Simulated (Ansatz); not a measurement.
# GeNH₂ (quartet): wave-function methods side by side, cc-pVDZ

An exercise on one series of results from a longer session: the logs are not shown, and one member is left open.

Program: Ansatz 0.2.0, Gaussian basis. Level of theory: cc-pVDZ, core rule «outside noble gas», up to 15 orbitals frozen. These are calculated values, not measurements.

To be run: UHF; CCSD(T) on ROHF; CCSD(T) on UHF; BCCD(T) on ROHF; CISD; CCSDT(Q) on ROHF; CCSDT(Q) on UHF; CASSCF and MRCISD+Q, 11 electrons in 10 orbitals; CASSCF and NEVPT2, 11 electrons in 10 orbitals.

20 further runs of the same task are left out: 7 that didn't finish, 13 set aside as unsound or not needed.

## What is computed

The geometry is a PBE0/def2-TZVP stationary point (not a proven minimum) of the parent state, kept for this charge and spin. No spin-orbit coupling is included. The filled d shell of Ge may be among the frozen orbitals whatever the setting's name suggests; the logs give the count.

4 atoms, charge 0, spin multiplicity 4.

Atoms are counted from 1 here; the program's logs count them from 0.

Bond lengths: Ge1–N2 1.732 Å, Ge1–H3 1.532 Å, Ge1–H4 1.532 Å. Angles: N2–Ge1–H3 122.5°, N2–Ge1–H4 122.5°, H3–Ge1–H4 115.0°.

Set-up of the first run:

Contents of in.yaml:

```yaml
crystal:
  periodic: [false, false, false]
  atoms:
    - {symbol: Ge, position_ang: [0.000000, 0.000000, 0.254906]}
    - {symbol: N, position_ang: [0.000000, 0.000000, -1.477093]}
    - {symbol: H, position_ang: [0.000000, 1.292510, 1.077857]}
    - {symbol: H, position_ang: [0.000000, -1.292509, 1.077857]}
basis:
  gaussian: {orbitals: cc-pVDZ}
magnetization: {spin_polarized: true, initial_magnetization: 3}
hamiltonian: {xc: hf}
output: {orbitals: {seedname: orbitals}}
```

Command:

```bash
ansatz run in.yaml --threads 1 --pin off --events-out ev --progress --plain --max-ram 2393MiB
```

Among the steps run: UHF; CCSD(T) on ROHF; CCSD(T) on UHF; BCCD(T) on ROHF; CISD; CCSDT(Q) on ROHF; CCSDT(Q) on UHF; CASSCF and MRCISD+Q, 11 electrons in 10 orbitals; CASSCF and NEVPT2, 11 electrons in 10 orbitals.

One of the session's tables, all rows but one given; the rest of the session is left out.

```
          method  from UCCSDT(Q) (kJ/mol)
            ROHF                   +595.1
             UHF                   +571.1
            RMP2                   +111.5
            UMP2                   +112.5
           RCCSD                    +16.5
           UCCSD                    +15.7
        RCCSD(T)                     +4.1
        UCCSD(T)                        ?
         BCCD(T)                     +4.1
          RCCSDT                     +1.3
          UCCSDT                     +0.8
       RCCSDT(Q)                     +0.5
       UCCSDT(Q)                        0
  CASSCF valence                   +440.1
  NEVPT2 valence                    +93.2
  MRCISD valence                    +28.0
MRCISD+Q valence                     +1.5
```

Estimate the missing values for UCCSD(T).

As computed: from UCCSDT(Q) (kJ/mol): +3.7. In the column «from UCCSDT(Q) (kJ/mol)» it lies between MRCISD+Q valence (+1.5) and RCCSD(T) (+4.1).

Not comparable, so not listed: CISD (they don't share determinant, frozen orbitals or solution with the rows shown, or repeat one).

Limits of these values: Restricted and unrestricted rows rest on different reference determinants; where their highest levels disagree by more than a few hundredths of an eV, they describe different states and don't form one ladder.
